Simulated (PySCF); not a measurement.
# CH₄Cl₂Si: NMR shifts, electronic excitations and K edges in gas and solvents

Aim: compute the NMR shifts, electronic excitations and K edges of CH₄Cl₂Si (`ClC[SiH2]Cl`), and see what a dielectric continuum does where one was used.

Programs: PySCF 2.14.0, with density-fitted response routines of our own. Each step states its level of theory. These are calculated values for one molecule, in the gas phase or a continuum, unless marked as measured. Atoms count from 0, in the outputs and in this text.

## (1) Starting geometry

8 atoms, charge 0, multiplicity 1; geometry from: GFN2-xTB.

Bonds of the start (Å): Cl0–C1 1.79, C1–Si2 1.91, Si2–Cl3 2.01, C1–H4 1.09, C1–H5 1.09, Si2–H6 1.46, Si2–H7 1.46.

## (2) Optimising the geometry at PBE0-D3(BJ)/def2-SVP

Job settings and geometry (Å):

```
{"job": {"xc": "PBE0", "basis": "def2-SVP", "d3": "d3bj", "grid": 1, "kind": "geom"}, "charge": 0, "multiplicity": 1}
Cl     1.927592    -1.195425    -0.293544
C      0.932075     0.225208     0.135816
Si    -0.915355    -0.190724    -0.129548
Cl    -1.958834     1.454724     0.371074
H      1.168801     0.467426     1.170494
H      1.276069     1.045090    -0.492385
H     -1.286064    -1.292759     0.749921
H     -1.135228    -0.504129    -1.536394
```

The program printed:

```text
step   0  E = -1249.57144970  max force = 0.028624
step   1  E = -1249.57408212  max force = 0.006129
step   2  E = -1249.57425614  max force = 0.002830
step   3  E = -1249.57428884  max force = 0.000472
step   4  E = -1249.57428883  max force = 0.000571
step   5  E = -1249.57429159  max force = 0.000390
optimisation converged
```

It took 17 s on 1 thread, shared host.

Step by step:

```tsv
step	energy from step 0 (eV)	largest force component (eV/Å)
0	0.0000	1.4719
1	-0.0716	0.3152
2	-0.0764	0.1455
3	-0.0773	0.0243
4	-0.0773	0.0294
5	-0.0773	0.0201
```

Close pairs (by a distance rule), those that changed most:

```tsv
bond	before (Å)	after (Å)	change (Å)
Si2–Cl3	2.012	2.071	+0.060
C1–Si2	1.912	1.883	-0.030
Si2–H6	1.458	1.486	+0.028
Si2–H7	1.458	1.486	+0.028
C1–H5	1.089	1.099	+0.011
C1–H4	1.089	1.099	+0.011
Cl0–C1	1.787	1.792	+0.005
```

The next job starts from the end point, and lists it.

```tsv
at the end point	value
point group (found at 0.08 Å tolerance)	Cs
rotational constants (GHz, main isotopes)	15.524, 1.208, 1.144
dipole moment (D)	0.49
```

## (3) Nuclear shieldings: PBE0/pcSseg-1 in acetone

Job settings and geometry (Å):

```
{"job": {"kind": "nmr", "xc": "PBE0", "basis": "pcSseg-1", "solvent": "acetone", "pop": true}, "charge": 0, "multiplicity": 1}
Cl     0.760784    -0.301594     0.778588
C     -0.158412     1.186053     1.168356
Si    -1.970504     0.818142     0.815054
Cl    -3.069151     2.523487     1.233010
H      0.016318     1.437163     2.224318
H      0.226338     2.007435     0.547168
H     -2.438782    -0.286931     1.691781
H     -2.143241     0.480797    -0.621834
```

With the program's defaults for keys left out, this is: GIAO PBE0/pcSseg-1 NMR shielding, non-relativistic, IEF-PCM acetone.

The program printed:

```text
coarse grid: 8440 points
cycle   1  E = -1249.8881284501  dE =  1.525e-01  |g| = 2.643e-01  |ddm| = 2.488e+00
cycle   2  E = -1249.8924254832  dE = -4.297e-03  |g| = 2.482e-01  |ddm| = 6.035e-01
cycle   3  E = -1249.9072491035  dE = -1.482e-02  |g| = 2.640e-02  |ddm| = 2.958e-01
cycle   4  E = -1249.9073538520  dE = -1.047e-04  |g| = 1.347e-02  |ddm| = 2.913e-02
cycle   5  E = -1249.9073975133  dE = -4.366e-05  |g| = 3.031e-03  |ddm| = 1.194e-02
cycle   6  E = -1249.9073997947  dE = -2.281e-06  |g| = 7.167e-04  |ddm| = 3.296e-03
final grid: 68120 points
cycle   7  E = -1249.9283776190  dE = -1.835e-05  |g| = 5.234e-03  |ddm| = 1.146e-02
cycle   8  E = -1249.9283752339  dE =  2.385e-06  |g| = 5.508e-03  |ddm| = 7.607e-03
cycle   9  E = -1249.9283825541  dE = -7.320e-06  |g| = 8.934e-04  |ddm| = 4.528e-03
cycle  10  E = -1249.9283827158  dE = -1.617e-07  |g| = 1.236e-04  |ddm| = 7.939e-04
cycle  11  E = -1249.9283827194  dE = -3.689e-09  |g| = 2.175e-05  |ddm| = 1.558e-04
cycle  12  E = -1249.9283827196  dE = -1.044e-10  |g| = 4.998e-06  |ddm| = 2.755e-05
converged SCF energy = -1249.9283827196

GIAO shielding tensors (ppm)
atom      isotropic    diamagn.    paramagn.     s11        s22        s33       span
  0 Cl     957.389    1148.965    -191.576    849.179    910.931   1112.057    262.879
  1 C      153.115     252.885     -99.770    128.893    134.781    195.671     66.779
  2 Si     367.064     875.920    -508.857    345.204    351.779    404.208     59.004
  3 Cl     984.853    1146.306    -161.453    917.364    998.292   1038.903    121.539
  4 H       27.909      28.018      -0.109     22.053     27.401     34.274     12.220
  5 H       27.917      29.378      -1.461     22.049     27.423     34.280     12.231
  6 H       26.330      26.862      -0.533     22.180     25.757     31.053      8.873
  7 H       26.337      27.378      -1.041     22.172     25.801     31.038      8.866
```

It took 9.5 s on 1 thread, shared host.

Shifts follow as δ = σ(reference) − σ, with reference shieldings (ppm) from runs at the same level and on the same kind of geometry: ¹H TMS 31.24, ¹³C TMS 185.4, ²⁹Si TMS 351.8. The references are single molecules in the same continuum. Atoms listed in one row are averaged.

```tsv
atoms	environment	σ (ppm)	δ (ppm)
C1	sp3 CH2 bonded to Cl and Si	153.1	32.3
H6, H7	hydrogen on a silicon bonded to C, Cl	26.33	4.91
H4, H5	hydrogen on an sp3 CH2 bonded to Cl and Si	27.91	3.33
Cl0	chlorine bonded to C	957	–
Cl3	chlorine bonded to Si	985	–
Si2	silicon bonded to C, Cl, 2 H	367.1	-15.3
```

Charges from the same density, by scheme (e):

```tsv
atoms	Mulliken	IAO	Hirshfeld	ESP fit
Cl0	-0.19	-0.11	-0.08	-0.14
C1	-0.50	-0.54	-0.12	-0.43
Si2	0.72	0.82	0.35	0.44
Cl3	-0.37	-0.34	-0.15	-0.24
```

Mayer bond orders: Cl0–C1 0.93, C1–Si2 0.88, Si2–Cl3 0.91.

## (4) Shielding tensors: PBE0/pcSseg-1 in chloroform

Same as in step 3 but for these lines:

```diff
@@ -1,2 +1,2 @@
-{"job": {"kind": "nmr", "xc": "PBE0", "basis": "pcSseg-1", "solvent": "acetone", "pop": true}, "charge": 0, "multiplicity": 1}
+{"job": {"kind": "nmr", "xc": "PBE0", "basis": "pcSseg-1", "solvent": "chloroform", "pop": false}, "charge": 0, "multiplicity": 1}
 Cl     0.760784    -0.301594     0.778588
```

Method: GIAO PBE0/pcSseg-1 NMR shielding, non-relativistic, IEF-PCM chloroform.

The program printed:

```text
coarse grid: 8440 points
cycle   1  E = -1249.8864945933  dE =  1.541e-01  |g| = 2.668e-01  |ddm| = 2.488e+00
cycle   2  E = -1249.8901817055  dE = -3.687e-03  |g| = 2.559e-01  |ddm| = 6.182e-01
cycle   3  E = -1249.9061153192  dE = -1.593e-02  |g| = 2.804e-02  |ddm| = 3.077e-01
cycle   4  E = -1249.9062372324  dE = -1.219e-04  |g| = 1.446e-02  |ddm| = 3.127e-02
cycle   5  E = -1249.9062878098  dE = -5.058e-05  |g| = 3.107e-03  |ddm| = 1.271e-02
cycle   6  E = -1249.9062902092  dE = -2.399e-06  |g| = 7.667e-04  |ddm| = 3.513e-03
final grid: 68120 points
cycle   7  E = -1249.9272700470  dE = -1.827e-05  |g| = 5.254e-03  |ddm| = 1.148e-02
cycle   8  E = -1249.9272674770  dE =  2.570e-06  |g| = 5.594e-03  |ddm| = 7.693e-03
cycle   9  E = -1249.9272750366  dE = -7.560e-06  |g| = 9.084e-04  |ddm| = 4.633e-03
cycle  10  E = -1249.9272752047  dE = -1.681e-07  |g| = 1.288e-04  |ddm| = 8.245e-04
cycle  11  E = -1249.9272752087  dE = -4.063e-09  |g| = 2.274e-05  |ddm| = 1.634e-04
cycle  12  E = -1249.9272752088  dE = -1.073e-10  |g| = 5.231e-06  |ddm| = 2.908e-05
converged SCF energy = -1249.9272752088

GIAO shielding tensors (ppm)
atom      isotropic    diamagn.    paramagn.     s11        s22        s33       span
  0 Cl     953.851    1148.885    -195.034    844.284    906.402   1110.869    266.585
  1 C      153.283     252.859     -99.576    129.411    135.169    195.268     65.857
  2 Si     367.540     875.912    -508.372    345.652    352.213    404.754     59.103
  3 Cl     982.644    1146.254    -163.610    914.442    996.248   1037.243    122.801
  4 H       28.005      28.132      -0.127     22.168     27.511     34.336     12.168
  5 H       28.014      29.494      -1.480     22.164     27.534     34.344     12.180
  6 H       26.340      26.869      -0.529     22.192     25.759     31.069      8.877
  7 H       26.346      27.385      -1.039     22.183     25.802     31.054      8.871
```

It took 7.1 s on 1 thread, shared host.

In short: σ C1 153.3, Cl0 954, Cl3 983, Si2 367.5, H6 26.34, H4 28.01 ppm (means over like atoms).

## (5) Ultraviolet spectrum: wB97X-D/def2-SVPD

Same as in step 4 but for these lines:

```diff
@@ -1,2 +1,2 @@
-{"job": {"kind": "nmr", "xc": "PBE0", "basis": "pcSseg-1", "solvent": "chloroform", "pop": false}, "charge": 0, "multiplicity": 1}
+{"job": {"kind": "uv", "xc": "wB97X-D", "basis": "def2-SVPD", "dynamic": true, "nstates": 6, "ntriplets": 0}, "charge": 0, "multiplicity": 1}
 Cl     0.760784    -0.301594     0.778588
```

Level: TDDFT wB97X-D/def2-SVPD, vertical, gas phase, core orbitals frozen in the response.

The program printed:

```text
coarse grid: 8440 points
cycle   1  E = -1249.8578480159  dE =  1.534e-01  |g| = 3.221e-01  |ddm| = 3.019e+00
cycle   2  E = -1249.8733467116  dE = -1.550e-02  |g| = 2.709e-01  |ddm| = 9.317e-01
cycle   3  E = -1249.8933754738  dE = -2.003e-02  |g| = 2.939e-02  |ddm| = 3.898e-01
cycle   4  E = -1249.8936309808  dE = -2.555e-04  |g| = 1.432e-02  |ddm| = 7.192e-02
cycle   5  E = -1249.8936891934  dE = -5.821e-05  |g| = 2.244e-03  |ddm| = 3.138e-02
cycle   6  E = -1249.8936914965  dE = -2.303e-06  |g| = 6.217e-04  |ddm| = 7.373e-03
final grid: 68120 points
cycle   7  E = -1250.0426464095  dE = -4.624e-05  |g| = 4.426e-03  |ddm| = 7.320e-02
cycle   8  E = -1250.0426486323  dE = -2.223e-06  |g| = 3.177e-03  |ddm| = 1.304e-02
cycle   9  E = -1250.0426511054  dE = -2.473e-06  |g| = 5.579e-04  |ddm| = 4.202e-03
cycle  10  E = -1250.0426511909  dE = -8.552e-08  |g| = 1.647e-04  |ddm| = 1.037e-03
cycle  11  E = -1250.0426511990  dE = -8.043e-09  |g| = 2.016e-05  |ddm| = 3.543e-04
cycle  12  E = -1250.0426511991  dE = -1.787e-10  |g| = 7.907e-06  |ddm| = 6.051e-05
converged SCF energy = -1250.0426511991

Static polarisability (au): isotropic 66.587, principal 55.558 59.911 84.293

Singlet excitations
state   eV       nm        f      main configurations
  1   6.8413    181.2   0.03735   H->L 0.82
  2   7.2326    171.4   0.00316   H-1->L 0.73, H-1->L+2 0.11
  3   7.7244    160.5   0.00676   H->L+1 0.64, H->L+2 0.12, H-3->L 0.10
  4   7.7335    160.3   0.00805   H-2->L 0.77
  5   8.0917    153.2   0.00974   H-3->L 0.47, H->L+1 0.26, H->L+3 0.10
  6   8.3009    149.4   0.00754   H-1->L+1 0.80
```

Run time: 11 s. Hardware: 1 thread, shared host.

Frontier orbitals and where they lie:

```tsv
orbital	eV	atoms
HOMO−3	-11.49	Cl3 65 %, Cl0 19 %, Si2 8 %
HOMO−2	-11.08	Cl3 56 %, Si2 18 %, H7 9 %
HOMO−1	-10.85	Cl0 75 %, C1 12 %, Cl3 6 %
HOMO	-10.36	Cl0 52 %, C1 19 %, Cl3 13 %
LUMO	1.33	Cl0 30 %, Si2 21 %, Cl3 20 %
LUMO+1	1.87	Si2 30 %, Cl0 16 %, Cl3 12 %
LUMO+2	2.24	Si2 32 %, Cl0 25 %, Cl3 19 %
```

With each of the 6 states as a Gaussian band of 0.4 eV half-width at 1/e, the curve within the window shown has maxima at 181 nm (ε 1,600), 156 nm (ε 940) L/(mol cm). Beyond the last state computed it falls off for lack of states. The curve at chosen wavelengths:

```tsv
nm	ε (L/mol/cm)
144	257
146	417
148	587
150	739
153	890
155	932
157	932
159	893
161	822
163	737
166	649
168	660
170	747
172	906
174	1111
176	1318
179	1534
181	1567
183	1500
185	1348
187	1141
189	912
192	590
194	415
196	279
198	179
```

Further results of this job:

```tsv
property	computed
dipole moment (D)	0.45
polarisability (Å³)	9.87
HOMO–LUMO gap (eV)	11.69
−ε(HOMO) (eV)	10.36
C6 with itself (au)	1730
```

## (6) Ultraviolet spectrum: wB97X-D/def2-SVPD in acetone

Same as in step 5 but for these lines:

```diff
@@ -1,2 +1,2 @@
-{"job": {"kind": "uv", "xc": "wB97X-D", "basis": "def2-SVPD", "dynamic": true, "nstates": 6, "ntriplets": 0}, "charge": 0, "multiplicity": 1}
+{"job": {"kind": "uv", "xc": "wB97X-D", "basis": "def2-SVPD", "solvent": "acetone", "nstates": 6, "ntriplets": 0}, "charge": 0, "multiplicity": 1}
 Cl     0.760784    -0.301594     0.778588
```

Method: TDDFT wB97X-D/def2-SVPD, vertical, IEF-PCM acetone (non-equilibrium linear response), core orbitals frozen in the response.

The program printed:

```text
coarse grid: 8440 points
cycle   1  E = -1249.8662075706  dE =  1.454e-01  |g| = 3.047e-01  |ddm| = 3.020e+00
cycle   2  E = -1249.8840684495  dE = -1.786e-02  |g| = 2.276e-01  |ddm| = 8.687e-01
cycle   3  E = -1249.8978004158  dE = -1.373e-02  |g| = 2.766e-02  |ddm| = 3.446e-01
cycle   4  E = -1249.8980383982  dE = -2.380e-04  |g| = 1.309e-02  |ddm| = 6.920e-02
cycle   5  E = -1249.8980879445  dE = -4.955e-05  |g| = 1.871e-03  |ddm| = 3.172e-02
cycle   6  E = -1249.8980897038  dE = -1.759e-06  |g| = 4.886e-04  |ddm| = 7.044e-03
final grid: 68120 points
cycle   7  E = -1250.0470921490  dE = -4.640e-05  |g| = 4.320e-03  |ddm| = 7.601e-02
cycle   8  E = -1250.0470946131  dE = -2.464e-06  |g| = 2.895e-03  |ddm| = 1.328e-02
cycle   9  E = -1250.0470966593  dE = -2.046e-06  |g| = 5.069e-04  |ddm| = 3.860e-03
cycle  10  E = -1250.0470967322  dE = -7.288e-08  |g| = 1.612e-04  |ddm| = 1.078e-03
cycle  11  E = -1250.0470967403  dE = -8.121e-09  |g| = 2.102e-05  |ddm| = 3.502e-04
cycle  12  E = -1250.0470967405  dE = -2.456e-10  |g| = 7.643e-06  |ddm| = 7.407e-05
converged SCF energy = -1250.0470967405

Static polarisability (au): isotropic 87.943, principal 76.168 80.275 107.387

Singlet excitations
state   eV       nm        f      main configurations
  1   6.8676    180.5   0.05060   H->L 0.82
  2   7.2942    170.0   0.00492   H-1->L 0.73, H-1->L+2 0.13
  3   7.7440    160.1   0.00994   H-2->L 0.81
  4   7.7615    159.7   0.00952   H->L+1 0.53, H->L+2 0.19, H-3->L 0.11
  5   8.1668    151.8   0.00719   H-3->L 0.47, H->L+1 0.31
  6   8.3807    147.9   0.01422   H-1->L+1 0.72
```

It took 9.8 s on 1 thread, shared host.

Key values: HOMO -10.25 eV, LUMO 1.44 eV; lowest singlet 6.87 eV.

## (7) TDDFT and polarisability: wB97X-D/def2-SVPD in chloroform

Same as in step 6 but for these lines:

```diff
@@ -1,2 +1,2 @@
-{"job": {"kind": "uv", "xc": "wB97X-D", "basis": "def2-SVPD", "solvent": "acetone", "nstates": 6, "ntriplets": 0}, "charge": 0, "multiplicity": 1}
+{"job": {"kind": "uv", "xc": "wB97X-D", "basis": "def2-SVPD", "solvent": "chloroform", "nstates": 6, "ntriplets": 0}, "charge": 0, "multiplicity": 1}
 Cl     0.760784    -0.301594     0.778588
```

Method: TDDFT wB97X-D/def2-SVPD, vertical, IEF-PCM chloroform (non-equilibrium linear response), core orbitals frozen in the response.

The program printed:

```text
coarse grid: 8440 points
cycle   1  E = -1249.8643180903  dE =  1.472e-01  |g| = 3.083e-01  |ddm| = 3.020e+00
cycle   2  E = -1249.8818119225  dE = -1.749e-02  |g| = 2.363e-01  |ddm| = 8.786e-01
cycle   3  E = -1249.8967165506  dE = -1.490e-02  |g| = 2.801e-02  |ddm| = 3.531e-01
cycle   4  E = -1249.8969575297  dE = -2.410e-04  |g| = 1.336e-02  |ddm| = 6.972e-02
cycle   5  E = -1249.8970088529  dE = -5.132e-05  |g| = 1.924e-03  |ddm| = 3.127e-02
cycle   6  E = -1249.8970106853  dE = -1.832e-06  |g| = 5.046e-04  |ddm| = 7.025e-03
final grid: 68120 points
cycle   7  E = -1250.0460028803  dE = -4.638e-05  |g| = 4.341e-03  |ddm| = 7.529e-02
cycle   8  E = -1250.0460052946  dE = -2.414e-06  |g| = 2.950e-03  |ddm| = 1.318e-02
cycle   9  E = -1250.0460074182  dE = -2.124e-06  |g| = 5.161e-04  |ddm| = 3.921e-03
cycle  10  E = -1250.0460074925  dE = -7.438e-08  |g| = 1.615e-04  |ddm| = 1.052e-03
cycle  11  E = -1250.0460075005  dE = -7.949e-09  |g| = 2.024e-05  |ddm| = 3.454e-04
cycle  12  E = -1250.0460075007  dE = -2.076e-10  |g| = 7.377e-06  |ddm| = 6.788e-05
converged SCF energy = -1250.0460075007

Static polarisability (au): isotropic 81.748, principal 69.563 74.184 101.498

Singlet excitations
state   eV       nm        f      main configurations
  1   6.8554    180.9   0.05172   H->L 0.82
  2   7.2758    170.4   0.00473   H-1->L 0.73, H-1->L+2 0.13
  3   7.7382    160.2   0.01048   H-2->L 0.80
  4   7.7484    160.0   0.00979   H->L+1 0.56, H->L+2 0.17, H-3->L 0.11
  5   8.1436    152.2   0.00920   H-3->L 0.47, H->L+1 0.29
  6   8.3553    148.4   0.01398   H-1->L+1 0.75
```

It took 9.5 s on 1 thread, shared host.

In short: HOMO -10.27 eV, LUMO 1.42 eV; lowest singlet 6.86 eV.

## (8) K-edge absorption: BHandHLYP/def2-SVPD+aug-pcX-1+pcseg-1

Same as in step 7 but for these lines:

```diff
@@ -1,2 +1,2 @@
-{"job": {"kind": "uv", "xc": "wB97X-D", "basis": "def2-SVPD", "solvent": "chloroform", "nstates": 6, "ntriplets": 0}, "charge": 0, "multiplicity": 1}
+{"job": {"kind": "xas", "xc": "BHandHLYP", "basis": {"default": "aug-pcX-1", "H": "pcseg-1", "Si": "def2-SVPD", "Cl": "def2-SVPD"}}, "charge": 0, "multiplicity": 1}
 Cl     0.760784    -0.301594     0.778588
```

Level: core-valence-separated TDA BHandHLYP/aug-pcX-1 H:pcseg-1 Si:def2-SVPD Cl:def2-SVPD, K edges, non-relativistic, gas phase.

The program printed:

```text
coarse grid: 8440 points
cycle   1  E = -1249.9359017647  dE =  1.584e-01  |g| = 2.957e-01  |ddm| = 2.716e+00
cycle   2  E = -1249.9469786823  dE = -1.108e-02  |g| = 2.499e-01  |ddm| = 7.072e-01
cycle   3  E = -1249.9646678362  dE = -1.769e-02  |g| = 3.505e-02  |ddm| = 3.302e-01
cycle   4  E = -1249.9649664559  dE = -2.986e-04  |g| = 1.567e-02  |ddm| = 4.892e-02
cycle   5  E = -1249.9650280289  dE = -6.157e-05  |g| = 2.315e-03  |ddm| = 1.658e-02
cycle   6  E = -1249.9650298033  dE = -1.774e-06  |g| = 5.497e-04  |ddm| = 3.705e-03
final grid: 68120 points
cycle   7  E = -1250.0543243422  dE = -1.388e-05  |g| = 2.202e-03  |ddm| = 1.545e-02
cycle   8  E = -1250.0543243930  dE = -5.079e-08  |g| = 2.103e-03  |ddm| = 4.103e-03
cycle   9  E = -1250.0543254988  dE = -1.106e-06  |g| = 1.811e-04  |ddm| = 2.095e-03
cycle  10  E = -1250.0543255077  dE = -8.977e-09  |g| = 6.387e-05  |ddm| = 2.780e-04
cycle  11  E = -1250.0543255089  dE = -1.215e-09  |g| = 9.360e-06  |ddm| = 8.656e-05
cycle  12  E = -1250.0543255090  dE = -5.002e-11  |g| = 4.648e-06  |ddm| = 2.192e-05
converged SCF energy = -1250.0543255090

C K edge
   eV          f      from atoms
  284.479   0.06218   C1
  286.990   0.00664   C1
  287.483   0.03407   C1
  287.715   0.03536   C1
  287.846   0.01094   C1
  288.543   0.00104   C1
  288.755   0.00220   C1
  289.464   0.00148   C1
```

It took 4.9 s on 1 thread, shared host.

## (9) Side by side: NMR shifts

Isotropic shieldings (ppm), means over like atoms, with basis size and wall time:

```tsv
run	C1	H6	H4	Cl0	Cl3	Si2	functions	time
PBE0/pcSseg-1 in acetone	153.1	26.33	27.91	957	985	367.1	109	9.5 s
PBE0/pcSseg-1 in chloroform	153.3	26.34	28.01	954	983	367.5	109	7.1 s
```

The continuum's effect on the ground state:

```tsv
solvent	ε	polarisation energy (Eh)	μ (D)
chloroform	4.71	-0.0038	0.48
acetone	20.49	-0.0052	0.52
```

## (10) Run by run: electronic excitations

Excitations and ground-state properties, with basis size and wall time:

```tsv
run	lowest singlet (eV)	brightest (eV)	f	gap (eV)	α (Å³)	μ (D)	functions	time
wB97X-D/def2-SVPD	6.84	6.84	0.037	11.69	9.87	0.45	130	11 s
wB97X-D/def2-SVPD in acetone	6.87	6.87	0.051	11.69	13.03	0.66	130	9.8 s
wB97X-D/def2-SVPD in chloroform	6.86	6.86	0.052	11.69	12.11	0.59	130	9.5 s
```

The continuum's effect on the ground state:

```tsv
solvent	ε	polarisation energy (Eh)	μ (D)
chloroform	4.71	-0.0037	0.59
acetone	20.49	-0.0051	0.66
```

## (11) Results

```
                                                                       quantity                                                  value
                                                                    point group                                                     Cs
                                           rotational constants (main isotopes)                                  15.52, 1.21, 1.14 GHz
                                ¹³C shifts against TMS (PBE0/pcSseg-1, acetone)                                               32.3 ppm
¹H shifts against TMS (PBE0/pcSseg-1, acetone, means over atoms taken as alike)                                         4.91, 3.33 ppm
                               ²⁹Si shifts against TMS (PBE0/pcSseg-1, acetone)                                              -15.3 ppm
                                      shieldings of Cl (PBE0/pcSseg-1, acetone)                               Cl0 957.4, Cl3 984.9 ppm
                                             lowest singlet (wB97X-D/def2-SVPD)                            6.84 eV (181 nm), f = 0.037
                                                                       C K edge  first line 284.48 eV, strongest 284.48 eV (f = 0.062)
                                                  range of the shielding of Cl0                                         954 to 957 ppm
                                                    range of the lowest singlet                                        6.84 to 6.87 eV
```

The optimisation took 5 steps and gained 0.077 eV; among the close pairs (by a distance rule), Si2–Cl3 changed most, from 2.012 to 2.071 Å. No frequency check was run at this level, so the end point may be a saddle. At PBE0/pcSseg-1: The largest span, 263 ppm, is at Cl0, where the paramagnetic term is -192 ppm. The lowest singlet, at 6.84 eV, is HOMO→LUMO 0.82 and is weak. At the C edge the strongest single line lifts a 1s electron of C1 into several orbitals, led by LUMO (weight 0.37), and it is the first line. Absolute edge energies from this method are off by several eV; spacings are better. Across the 2 runs the shielding of Cl0 moves most, between 954 (PBE0/pcSseg-1 in chloroform) and 957 ppm (PBE0/pcSseg-1 in acetone). The continuum holds electrostatics alone: no hydrogen bonds to the solvent, and the gas-phase geometry is kept. The lowest singlet runs from 6.84 eV (wB97X-D/def2-SVPD) to 6.87 eV (wB97X-D/def2-SVPD in acetone), while the orbital gap is 11.69 eV. The lowest state need not be the same one in every run.
